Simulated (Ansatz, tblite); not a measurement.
# SiEt2(OtBu)2 (C₁₂H₂₈O₂Si): charged states by level of theory

What does removing an electron cost or gain for SiEt2(OtBu)2 (C₁₂H₂₈O₂Si)? Each charged state is run at several levels.

Program: Ansatz 0.2.0, Gaussian basis. Level of theory: as each input shows. These are calculated values, not measurements.

The runs, in order: charge +1 doublet, at the geometry of the singlet (PBE0-D4/def2-TZVP, PBE-D4/def2-TZVP, revPBE-D4/def2-TZVP); the starting singlet's energies come from earlier runs.

## Step 1: The structure

The singlet was relaxed beforehand with r2SCAN-D4/def2-SVP.

43 atoms, charge 0, spin multiplicity 1.

Atoms are counted from 1 here; the program's logs count them from 0.

Bond lengths: Si1–C2 1.878 Å, Si1–C9 1.886 Å, Si1–O16 1.662 Å, Si1–O30 1.674 Å, C2–C3 1.534 Å, C2–H4 1.107 Å, C2–H5 1.106 Å, C3–H6 1.102 Å, C3–H7 1.102 Å, C3–H8 1.102 Å, C9–C10 1.533 Å, C9–H11 1.106 Å, C9–H12 1.106 Å, C10–H13 1.103 Å, C10–H14 1.102 Å, C10–H15 1.102 Å, O16–C17 1.434 Å, C17–C18 1.530 Å and more. Angles: C2–Si1–C9 113.5°, C2–Si1–O16 104.4°, C2–Si1–O30 112.3°, C9–Si1–O16 110.0°, C9–Si1–O30 109.6°, O16–Si1–O30 106.7°, Si1–C2–C3 114.8°, Si1–C2–H4 109.7°, Si1–C2–H5 105.9°, C3–C2–H4 110.4°, C3–C2–H5 109.8°, H4–C2–H5 105.8°, C2–C3–H6 111.8°, C2–C3–H7 111.7°, C2–C3–H8 110.8°, H6–C3–H7 107.1°, H6–C3–H8 107.8°, H7–C3–H8 107.4° and more.

## Step 2: Charge +1 doublet at the fixed geometry, PBE0-D4/def2-TZVP

Input file in.yaml:

```yaml
crystal:
  periodic: [false, false, false]
  atoms:
    - {symbol: Si, position_ang: [0.462676, 0.297215, 0.385989]}
    - {symbol: C, position_ang: [0.718035, 0.511072, 2.233954]}
    - {symbol: C, position_ang: [1.047794, 1.941918, 2.676887]}
    - {symbol: H, position_ang: [1.497764, -0.190523, 2.586795]}
    - {symbol: H, position_ang: [-0.223352, 0.178712, 2.710621]}
    - {symbol: H, position_ang: [1.066539, 2.036529, 3.774994]}
    - {symbol: H, position_ang: [2.034437, 2.266039, 2.307013]}
    - {symbol: H, position_ang: [0.300677, 2.653444, 2.289827]}
    - {symbol: C, position_ang: [2.016065, 0.628975, -0.631428]}
    - {symbol: C, position_ang: [2.355745, 2.107383, -0.852611]}
    - {symbol: H, position_ang: [1.871730, 0.124909, -1.605503]}
    - {symbol: H, position_ang: [2.868874, 0.107146, -0.157527]}
    - {symbol: H, position_ang: [3.228585, 2.232993, -1.514474]}
    - {symbol: H, position_ang: [1.509290, 2.647881, -1.306138]}
    - {symbol: H, position_ang: [2.587324, 2.621447, 0.094126]}
    - {symbol: O, position_ang: [-0.716114, 1.404297, 0.000983]}
    - {symbol: C, position_ang: [-1.683645, 1.460761, -1.055424]}
    - {symbol: C, position_ang: [-2.886752, 0.611047, -0.642526]}
    - {symbol: C, position_ang: [-2.072639, 2.931313, -1.183221]}
    - {symbol: C, position_ang: [-1.085263, 0.944266, -2.366041]}
    - {symbol: H, position_ang: [-3.684682, 0.657669, -1.401083]}
    - {symbol: H, position_ang: [-2.575714, -0.436508, -0.513768]}
    - {symbol: H, position_ang: [-3.291573, 0.974592, 0.314927]}
    - {symbol: H, position_ang: [-2.457789, 3.303124, -0.221365]}
    - {symbol: H, position_ang: [-2.848687, 3.070495, -1.952205]}
    - {symbol: H, position_ang: [-1.193582, 3.535847, -1.456503]}
    - {symbol: H, position_ang: [-0.790753, -0.112164, -2.263900]}
    - {symbol: H, position_ang: [-0.199342, 1.535317, -2.648558]}
    - {symbol: H, position_ang: [-1.819792, 1.019134, -3.183548]}
    - {symbol: O, position_ang: [-0.149988, -1.212389, 0.001174]}
    - {symbol: C, position_ang: [0.204777, -2.557996, 0.324689]}
    - {symbol: C, position_ang: [-0.384382, -2.909107, 1.693568]}
    - {symbol: C, position_ang: [-0.421866, -3.427205, -0.765547]}
    - {symbol: C, position_ang: [1.726525, -2.729143, 0.331157]}
    - {symbol: H, position_ang: [-0.205384, -3.967607, 1.941393]}
    - {symbol: H, position_ang: [0.067584, -2.290768, 2.485377]}
    - {symbol: H, position_ang: [-1.471106, -2.728298, 1.692872]}
    - {symbol: H, position_ang: [-1.512420, -3.274092, -0.788553]}
    - {symbol: H, position_ang: [-0.219793, -4.495188, -0.588577]}
    - {symbol: H, position_ang: [-0.015307, -3.149633, -1.751045]}
    - {symbol: H, position_ang: [2.191382, -2.102037, 1.110614]}
    - {symbol: H, position_ang: [2.152586, -2.445125, -0.644343]}
    - {symbol: H, position_ang: [2.001555, -3.775711, 0.536987]}
basis:
  gaussian: {orbitals: def2-TZVP, fitting: {mean_field: def2-universal-jkfit}}
total_charge: 1
magnetization: {spin_polarized: true, initial_magnetization: 1}
hamiltonian: {xc: pbe0, dispersion: d4}
scf: {omitted_lower_state_checks: [starts]}
output: {orbitals: {seedname: orbitals}}
```

The run is started by

```
$ ansatz run in.yaml --threads 2 --pin off --events-out ev --progress --plain --max-ram 32768MiB --backend cuda --devices 0, --max-vram 18GiB
```

Standard output:

```text
Functional definition: PBE0
  name "PBE0"
  cite "Adamo & Barone, J. Chem. Phys. 110, 6158 (1999) doi:10.1063/1.478522"
  cite "Perdew, Burke & Ernzerhof, Phys. Rev. Lett. 77, 3865 (1996) doi:10.1103/PhysRevLett.77.3865"
  parent pbe
  parameter a = 0.25
  parameter kappa = 0.804
  parameter beta = 0.06672455060314922
  exchange = (1 - a)*pbe_x(kappa = kappa, mu = beta*pi^2/3) + a*exact_x
  correlation = pbe_c(beta = beta)
these checks for a lower state are left out or cut short: starts
1686 factors; integrals over basis functions are off by at most 8.7e-1 eV
mean field evaluation 1: about -24811.6699 eV, gradient 9.5e1 eV
mean field evaluation 2: about -24782.8216 eV, gradient 1.2e2 eV
mean field evaluation 4: about -24850.6338 eV, gradient 9.3e0 eV
mean field evaluation 8: about -24850.9991 eV, gradient 5.2e-1 eV
mean field evaluation 16: about -24851.0157 eV, gradient 1.3e-2 eV
mean field evaluation 32: about -24851.0157 eV, gradient 1.0e-5 eV
mean field -24851.01570729 eV, -913.2579826195 hartree, gradient 1.0e-5 eV, S^2 0.755740; 0 other end points of the search recorded, 0 dependent functions left out
reference -24851.01576042 eV, -913.2579845719 hartree; 65, 64 occupied and 574, 575 virtual orbitals, 1686 factors
Total energy: -24852.11132845 eV, -913.2982459546 hartree
Checks for a lower state left out: starts
```

Run time: 18 s. Hardware: 1 × H100 (card shared with other runs) with 2 threads of AMD EPYC 7R13, shared host; peak host memory 1.3 GiB.

Report: HOMO -11.66 eV, LUMO -10.04 eV (over both spins); ⟨S²⟩ 0.756 (pure: 0.75).

## Step 3: Charge +1 doublet at the fixed geometry, PBE-D4/def2-TZVP

start.molden holds the orbitals of an earlier run on this state, given as this run's starting guess.

in.yaml: that of step 2 with these lines changed.

```diff
@@ -47,6 +47,6 @@
 basis:
-  gaussian: {orbitals: def2-TZVP, fitting: {mean_field: def2-universal-jkfit}}
+  gaussian: {orbitals: def2-TZVP, fitting: {mean_field: def2-universal-jkfit}, initial_orbitals: start.molden}
 total_charge: 1
 magnetization: {spin_polarized: true, initial_magnetization: 1}
-hamiltonian: {xc: pbe0, dispersion: d4}
+hamiltonian: {xc: pbe, dispersion: d4}
 scf: {omitted_lower_state_checks: [starts]}
```

Same command.

Standard output:

```text
Functional definition: PBE
  name "PBE"
  cite "Perdew, Burke & Ernzerhof, Phys. Rev. Lett. 77, 3865 (1996) doi:10.1103/PhysRevLett.77.3865"
  parent pbe
  parameter kappa = 0.804
  parameter beta = 0.06672455060314922
  exchange = pbe_x(kappa = kappa, mu = beta*pi^2/3)
  correlation = pbe_c(beta = beta)
these checks for a lower state are left out or cut short: starts
1686 factors; integrals over basis functions are off by at most 8.7e-1 eV
mean field evaluation 1: about -24847.8334 eV, gradient 1.2e1 eV
mean field evaluation 2: about -24848.1584 eV, gradient 3.5e-1 eV
mean field evaluation 4: about -24848.1795 eV, gradient 1.8e-2 eV
mean field evaluation 8: about -24848.1795 eV, gradient 6.8e-5 eV
mean field -24848.17951922 eV, -913.1537546304 hartree, gradient 1.7e-5 eV, S^2 0.751540; 0 other end points of the search recorded, 0 dependent functions left out
reference -24848.17959111 eV, -913.1537572721 hartree; 65, 64 occupied and 574, 575 virtual orbitals, 1686 factors
Total energy: -24849.43666336 eV, -913.1999538252 hartree
Checks for a lower state left out: starts
```

It took 8.5 s on 1 × H100 (card shared with other runs) with 2 threads of AMD EPYC 7R13, shared host; peak host memory 1.3 GiB.

From the report: HOMO -10.53 eV, LUMO -10.23 eV (over both spins); ⟨S²⟩ 0.752 (pure: 0.75).

## Step 4: Charge +1 doublet at the fixed geometry, revPBE-D4/def2-TZVP

in.yaml: that of step 3 with these lines changed.

```diff
@@ -50,3 +50,3 @@
 magnetization: {spin_polarized: true, initial_magnetization: 1}
-hamiltonian: {xc: pbe, dispersion: d4}
+hamiltonian: {xc: {name: revPBE}, dispersion: d4}
 scf: {omitted_lower_state_checks: [starts]}
```

Launched as before.

Standard output:

```text
Functional definition: revPBE
  name "revPBE"
  cite "Zhang & Yang, Phys. Rev. Lett. 80, 890 (1998) doi:10.1103/PhysRevLett.80.890"
  cite "Perdew, Burke & Ernzerhof, Phys. Rev. Lett. 77, 3865 (1996) doi:10.1103/PhysRevLett.77.3865"
  parameter kappa = 1.245
  parameter beta = 0.06672455060314922
  exchange = pbe_x(kappa = kappa, mu = beta*pi^2/3)
  correlation = pbe_c(beta = beta)
these checks for a lower state are left out or cut short: starts
1686 factors; integrals over basis functions are off by at most 8.7e-1 eV
mean field evaluation 1: about -24867.2524 eV, gradient 1.2e1 eV
mean field evaluation 2: about -24867.5107 eV, gradient 3.3e-1 eV
mean field evaluation 4: about -24867.5295 eV, gradient 1.9e-2 eV
mean field evaluation 8: about -24867.5295 eV, gradient 6.3e-5 eV
mean field -24867.52949705 eV, -913.8648531996 hartree, gradient 1.4e-5 eV, S^2 0.751674; 0 other end points of the search recorded, 0 dependent functions left out
reference -24867.52958756 eV, -913.8648565260 hartree; 65, 64 occupied and 574, 575 virtual orbitals, 1686 factors
Total energy: -24871.16074743 eV, -913.9982991898 hartree
Checks for a lower state left out: starts
```

It took 9 s on 1 × H100 (card shared with other runs) with 2 threads of AMD EPYC 7R13, shared host; peak host memory 1.3 GiB.

HOMO -10.46 eV, LUMO -10.16 eV (over both spins); ⟨S²⟩ 0.752 (pure: 0.75).

## Step 5: Vertical ionisation energy

Charged state less starting state, singlet to doublet; the starting state's energies are those of its earlier runs.

```csv
level,vertical ionisation energy (eV),time
PBE-D4/def2-TZVP,+8.08,18 s
revPBE-D4/def2-TZVP,+8.14,17 s
PBE0-D4/def2-TZVP,+8.64,25 s
```

Times add the two runs; a level without a time comes out of a correlated run.

Beside −ε(HOMO) of the starting state:

```csv
level,−ε(HOMO) (eV),by difference (eV),mismatch (eV)
PBE-D4/def2-TZVP,5.78,8.08,-2.31
revPBE-D4/def2-TZVP,5.71,8.14,-2.43
PBE0-D4/def2-TZVP,7.12,8.64,-1.52
```

## Step 6: Outcome

| quantity | value |
| --- | --- |
| vertical ionisation energy, functionals in def2-TZVP | 8.08 (PBE-D4) to 8.64 eV (PBE0-D4) |

What this shows: The vertical ionisation energy spans 8.08 to 8.64 eV over the functionals. −ε(HOMO) misses the level's own difference by -1.52 eV at best (PBE0-D4) and -2.43 eV at worst (revPBE-D4).
